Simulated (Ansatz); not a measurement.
# F4H2SZr: the cost of one run

Program: Ansatz 0.2.0. Level of theory: RKS PBE0-D4/def2-SVP. These are calculated values, not measurements.

**1. The starting structure**

Bond lengths: Zr1–F2 2.330 Å, Zr1–F3 1.980 Å, Zr1–F4 1.979 Å, Zr1–F5 1.979 Å, Zr1–S6 2.850 Å, S6–H7 1.400 Å. Angles: F2–Zr1–F3 109.4°, F2–Zr1–F4 109.5°, F2–Zr1–F5 109.5°, F2–Zr1–S6 71.6°, F3–Zr1–F4 109.5°, F3–Zr1–F5 109.5°, F3–Zr1–S6 178.9°, F4–Zr1–F5 109.5°, F4–Zr1–S6 70.0°, F5–Zr1–S6 70.0°, Zr1–S6–H7 109.5°.

Coordinates:

```xyz
8

Zr    0.0000    0.0000    0.0000
F     0.0000    0.0000    2.3300
F     1.8671    0.0000   -0.6593
F    -0.9326    1.6157   -0.6593
F    -0.9326   -1.6157   -0.6593
S    -2.7046    0.0000    0.8987
H    -3.4602   -0.8728    0.1067
H    -1.3065    0.0000    2.1468
```

**2. Pulling towards end A**

Springs on the bonds that form and break draw the guess towards this end; the thresholds are loose.

The input, input.yaml:

```yaml
crystal:
  periodic: [false, false, false]
  atoms:
    - { symbol: Zr, position_ang: [0.0, 0.0, 0.0] }
    - { symbol: F, position_ang: [0.0, 0.0, 2.33] }
    - { symbol: F, position_ang: [1.8671, 0.0, -0.6593] }
    - { symbol: F, position_ang: [-0.9326, 1.6157, -0.6593] }
    - { symbol: F, position_ang: [-0.9326, -1.6157, -0.6593] }
    - { symbol: S, position_ang: [-2.7046, 0.0, 0.8987] }
    - { symbol: H, position_ang: [-3.4602, -0.8728, 0.1067] }
    - { symbol: H, position_ang: [-1.3065, 0.0, 2.1468] }
basis:
  gaussian: { orbitals: def2-SVP }
hamiltonian:
  xc: pbe0
  dispersion: d4
relax:
  f_tol: 0.15
  max_steps: 25
  restrain:
    - { distance: [0, 5], at: 3.75, k: 30.0 }
    - { distance: [7, 1], at: 2.12, k: 30.0 }
    - { distance: [0, 1], at: 1.98, k: 30.0 }
    - { distance: [7, 5], at: 1.4, k: 30.0 }
```

Run with:

```
$ ansatz run input.yaml --threads 2 --pin off --max-ram 3072MiB --backend cpu --events-out ev --progress --plain --runs-dir out
```

Q: Estimate wall time and peak memory on 2 threads of Intel Xeon 6975P-C (Granite Rapids), shared host.

About 25 s, with a peak of 0.3 GiB.
